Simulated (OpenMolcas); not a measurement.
# One shape, several levels: doublet CH5FOSn+

Aim: a comparison of 3 runs (UHF/STO-3G, UPBE/def2-SVP, ROMP2/def2-SVP) of doublet CH5FOSn+. 

Program for the calculation: OpenMolcas 26.06.

## (1) The structure to begin with

CH5FOSn+: 9 atoms, total charge +1, spin state doublet. As SMILES of the parent species, `[CH3][SnH]([OH])[F]`. Geometry: relaxed at PBE0-D4/def2-TZVP. This is one conformer, not always the lowest. That shape belongs to the parent species and isn't relaxed for this state.

Bond lengths: C1–Sn2 2.120 Å, Sn2–O3 1.954 Å, Sn2–F4 1.928 Å, C1–H5 1.090 Å, C1–H6 1.090 Å, C1–H7 1.090 Å, Sn2–H8 1.697 Å, O3–H9 0.960 Å. Some angles: C1–Sn2–O3 112.2°, C1–Sn2–F4 104.4°, O3–Sn2–F4 104.6°, C1–Sn2–H8 121.5°, O3–Sn2–H8 105.6°, F4–Sn2–H8 107.3°, Sn2–C1–H5 109.8°, Sn2–C1–H6 110.0°, Sn2–C1–H7 108.7°, Sn2–O3–H9 113.8°.

## (2) The energy at UHF/STO-3G (run 1)

Contents of run.input:

```
&GATEWAY
  BasLib=$CurrDir
  BasisSet
  C.STO-3G....
  C1 -0.348000 1.320900 -0.172600 angstrom
  End of Basis
  BasisSet
  Sn.STO-3G....
  Sn2 -0.271200 -0.757400 0.237600 angstrom
  End of Basis
  BasisSet
  O.STO-3G....
  O3 1.527400 -1.346400 0.725000 angstrom
  End of Basis
  BasisSet
  F.STO-3G....
  F4 -0.613200 -1.596000 -1.464600 angstrom
  End of Basis
  BasisSet
  H.STO-3G....
  H5 -1.361700 1.603400 -0.455800 angstrom
  H6 -0.043600 1.885400 0.708500 angstrom
  H7 0.329800 1.539100 -0.997600 angstrom
  H8 -1.308700 -1.477000 1.371800 angstrom
  H9 2.177700 -1.218400 0.030600 angstrom
  End of Basis

&SEWARD

&SCF
  UHF
  Charge=1
  Spin=2
  Thresholds=1e-10 1e-07 1e-07 1e-05
  PrOrbitals=1 1
```

The basis set STO-3G is read from a file made from the Basis Set Exchange's data (not shown).

Launch:

```
$ export MOLCAS_MEM=1860
$ pymolcas run.input > run.log
```

The log of the run:

```text
--- Start Module: gateway ---
[...]
--- Stop Module: gateway /rc=_RC_ALL_IS_WELL_ ---
--- Start Module: seward ---
[...]
      Basis functions           47
--- Stop Module: seward /rc=_RC_ALL_IS_WELL_ ---
--- Start Module: scf ---
[...]
       Convergence after  28 Iterations
[...]
::    Total SCF energy                              -6175.3040768566
[...]
      Total spin, S                                     0.5033997523
[...]
      Total electronic charge=   77.000000
      Total            charge=    1.000000
[...]
      Dipole Moment (debye):
      Origin of the operator (angstrom)=   -0.1403   -0.7239    0.0631
                   X=  4.8806E+00               Y=  2.2880E-01               Z=  1.5727E+00           Total=  5.1328E+00
      Center of Charge (angstrom)
[...]
--- Stop Module: scf /rc=_RC_ALL_IS_WELL_ ---
[...]
```

It took 2.2 s on 1 thread of Intel Xeon 6975P-C (Granite Rapids), shared host; peak memory 0.38 GiB.

## (3) A single-point energy at UPBE/def2-SVP (core potential) (run 2)

Contents of test.inp:

```
* CH5FOSn Kohn-Sham DFT

&GATEWAY
  BasLib
  $CurrDir
  Coord
  9
  angstrom
  C       -0.348000       1.320900      -0.172600
  Sn      -0.271200      -0.757400       0.237600
  O        1.527400      -1.346400       0.725000
  F       -0.613200      -1.596000      -1.464600
  H       -1.361700       1.603400      -0.455800
  H       -0.043600       1.885400       0.708500
  H        0.329800       1.539100      -0.997600
  H       -1.308700      -1.477000       1.371800
  H        2.177700      -1.218400       0.030600
  Basis
  def2-SVP
  Group
  NoSym

&SEWARD
  GridInput
  Grid=UltraFine
  End of Grid

&SCF
  UHF
  Charge
  1
  Spin
  2
  KSDFT
  PBE
  Thresholds
  1e-10 1e-07 1e-07 1e-05
  PrOrbitals
  1 2
```

The basis set def2-SVP is read from a file made from the Basis Set Exchange's data (not shown).

Launch:

```
$ export MOLCAS_MEM=1860
$ pymolcas test.inp > test.log
```

The log of the run:

```text
--- Start Module: gateway ---
[...]
--- Stop Module: gateway /rc=_RC_ALL_IS_WELL_ ---
--- Start Module: seward ---
[...]
      Basis functions           93
--- Stop Module: seward /rc=_RC_ALL_IS_WELL_ ---
[...]
--- Start Module: scf ---
[...]
       Convergence after  37 Iterations
[...]
::    Total KS-DFT energy                            -429.7300254933
[...]
      Total spin, S                                     0.5017618323
[...]
      Total electronic charge=   49.000000
      Total            charge=    1.000000
[...]
      Dipole Moment (debye):
      Origin of the operator (angstrom)=   -0.1403   -0.7239    0.0631
                   X=  9.0714E-01               Y=  3.8480E+00               Z=  1.0724E+00           Total=  4.0964E+00
      Center of Charge (angstrom)
[...]
--- Stop Module: scf /rc=_RC_ALL_IS_WELL_ ---
[...]
```

It took 68 s on 1 thread of Intel Xeon 6975P-C (Granite Rapids), shared host; peak memory 0.51 GiB.

## (4) A single-point energy at ROMP2/def2-SVP (core potential) (run 3)

Contents of calc.inp:

```
* CH5FOSn ROMP2
>>> EXPORT MOLCAS_PRINT=2

&GATEWAY
 BasLib = $CurrDir
 BasisSet
 C.def2-SVP....
 C1 -0.348000 1.320900 -0.172600 angstrom
 End of Basis
 BasisSet
 Sn.def2-SVP....
 Sn2 -0.271200 -0.757400 0.237600 angstrom
 End of Basis
 BasisSet
 O.def2-SVP....
 O3 1.527400 -1.346400 0.725000 angstrom
 End of Basis
 BasisSet
 F.def2-SVP....
 F4 -0.613200 -1.596000 -1.464600 angstrom
 End of Basis
 BasisSet
 H.def2-SVP....
 H5 -1.361700 1.603400 -0.455800 angstrom
 H6 -0.043600 1.885400 0.708500 angstrom
 H7 0.329800 1.539100 -0.997600 angstrom
 H8 -1.308700 -1.477000 1.371800 angstrom
 H9 2.177700 -1.218400 0.030600 angstrom
 End of Basis

&SEWARD

&SCF
 UHF
 Charge = 1
 Spin = 2
 Thresholds = 1e-10 1e-07 1e-07 1e-05
 PrOrbitals = 1 1

&RASSCF
 FileOrb = $Project.UnaOrb
 Spin = 2
 Nactel = 1 0 0
 Inactive = 24
 Ras2 = 1
 OutOrbitals = Canonical
 OrbListing = NoCore

&CASPT2
 IPEA = 0.0
 Frozen = 7
```

The basis set def2-SVP is read from a file made from the Basis Set Exchange's data (not shown).

Launch:

```
$ export MOLCAS_MEM=1860
$ pymolcas calc.inp > calc.log
```

The log of the run:

```text
--- Start Module: gateway ---
[...]
--- Stop Module: gateway /rc=_RC_ALL_IS_WELL_ ---
[...]
      Basis functions           93
[...]
       Convergence after  59 Iterations
[...]
::    Total SCF energy                               -427.9251322708
[...]
      Total spin, S                                     0.5045230600
[...]
--- Start Module: rasscf ---
[...]
      Number of active orbitals                  1
[...]
      Spin quantum number                      0.5
[...]
      Active orbitals                            1
[...]
      Number of CSFs                             1
[...]
      Number of root(s) required                 1
[...]
      Convergence after 15 iterations
[...]
      printout of CI-coefficients larger than  0.05 for root  1
      energy=    -427.920526
      conf/sym  1     Coeff  Weight
             1  u   1.00000 1.00000
      Natural orbitals and occupation numbers for root  1
      sym 1:   1.000000
      ************************************************************************************************************************
      *                                                    Final results                                                     *
[...]
::    RASSCF root number  1 Total energy:   -427.92052557
[...]
      Total electronic charge=   49.000000
      Total            charge=    1.000000
[...]
      Dipole Moment (debye):
      Origin of the operator (angstrom)=   -0.1403   -0.7239    0.0631
                   X=  4.7221E+00               Y=  2.0006E+00               Z=  2.6986E+00           Total=  5.7951E+00
      Center of Charge (angstrom)
[...]
--- Stop Module: rasscf /rc=_RC_ALL_IS_WELL_ ---
[...]
--- Start Module: caspt2 ---
[...]
      E2 (Variational):          -0.5971013037
      Total energy:            -428.5176268729
[...]
      Reference weight:           0.76313
[...]
::    CASPT2 Root  1     Total energy:   -428.51762687
[...]
```

Run time: 27 s. Hardware: 1 thread of Intel Xeon 6975P-C (Granite Rapids), shared host; peak memory 0.51 GiB.

## (5) The series

```tsv
run	level	integration grid	frozen core orbitals	energy (Eh)	HOMO energy (eV)	LUMO energy (eV)	⟨S²⟩	wall time
1	UHF/STO-3G	–	–	-6175.304077	-15.02	-2.83	0.757	2.2 s
2	UPBE/def2-SVP (core potential)	UltraFine	–	-429.730025	-13.68	-13.14	0.754	68 s
3	ROMP2/def2-SVP (core potential)	–	7	-428.517627	–	–	–	27 s
```

## (6) Summary of results

| quantity | value |
| --- | --- |
| run 3: total energy | -428.51763 Eh |

Some runs of one species differ in core potentials or relativity; totals across that change don't compare. In run 1 the basis is minimal, so the values are rough. In run 1 relativity is left out where basis or elements ask for it. All runs together took 98 s, the longest 68 s.
